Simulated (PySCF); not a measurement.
# GaPb: bond curves at several levels of theory

An exercise on one series of results from a longer session: the logs are not shown, and one member is left open.

The runs use PySCF 2.14.0; Ga cc-pVDZ-PP with ECP10, Pb cc-pVDZ-PP with ECP60, scalar-relativistic core potentials.

The first run:

Settings of the job:

```
atoms                         : Ga, Pb
charge                        : 0
basis                         : Ga cc-pVDZ-PP with ECP10, Pb cc-pVDZ-PP with ECP60
Hamiltonian                   : scalar-relativistic core potentials
basis functions               : 46
electrons treated             : 43
masses in u                   : 68.9256, 207.9766
levels                        : PBE0, PBE, r²SCAN, BLYP, PBEsol, B97-3, ωB97X, HF, MP2, SCS-MP2, CCSD, CCSD(T)
grid                          : 80 radial by 434 angular points
occupations                   : held fixed by the projection of orbital angular momentum
dissociation limit            : Ga + Pb, each in its ground configuration
starting distance in angstrom : 2.600
values of 2S to try           : 1, 3
```

The run is started by

```sh
$ OMP_NUM_THREADS=1 python dia.py task.json out
```

Among the steps run: Input; The PBE0 curve of the state that the search chose; Higher solutions at PBE0; PBE; r²SCAN (meta-GGA); BLYP (GGA); PBEsol (GGA); B97-3 (global hybrid GGA); ωB97X; UHF (mean field); MP2 and coupled cluster.

One of the session's tables, all rows but one given; the rest of the session is left out.

Energy (eV) from each level's lowest point:

| R (Å) | UHF | UHF-MP2 | UHF-SCS-MP2 | UHF-CCSD | UHF-CCSD(T) |
| --- | --- | --- | --- | --- | --- |
| 2.359 | 0.760 | 0.612 | 0.633 | n/a | n/a |
| 2.469 | 0.374 | 0.261 | 0.276 | 0.316 | 0.311 |
| 2.578 | 0.149 | 0.076 | 0.085 | 0.108 | 0.105 |
| 2.661 | 0.056 | 0.014 | 0.019 | 0.029 | 0.028 |
| 2.743 | 0.010 | 0.000 | 0.000 | 0.000 | 0.000 |
| 2.825 | ? | ? | ? | ? | ? |
| 2.935 | 0.026 | 0.092 | 0.078 | 0.058 | 0.061 |
| 3.072 | 0.101 | 0.222 | 0.197 | 0.166 | 0.171 |
| 3.237 | 0.225 | 0.416 | 0.371 | 0.331 | 0.340 |
| 3.456 | 0.405 | 0.693 | 0.615 | n/a | n/a |

**Question.** Estimate the row for R (Å) = 2.825.

Worked estimate for «UHF». A straight line through the neighbours (2.743, 0.010) and (2.935, 0.026) gives 0.010 + (0.026 − 0.010) × (2.825 − 2.743) / (2.935 − 2.743) = 0.017; a parabola fitted to 4 rows on both sides gives 0.003.

**Answer.** UHF: 0.000; UHF-MP2: 0.022; UHF-SCS-MP2: 0.017; UHF-CCSD: 0.007; UHF-CCSD(T): 0.009. In «UHF» the line misses by +0.017 and the parabola by +0.003.
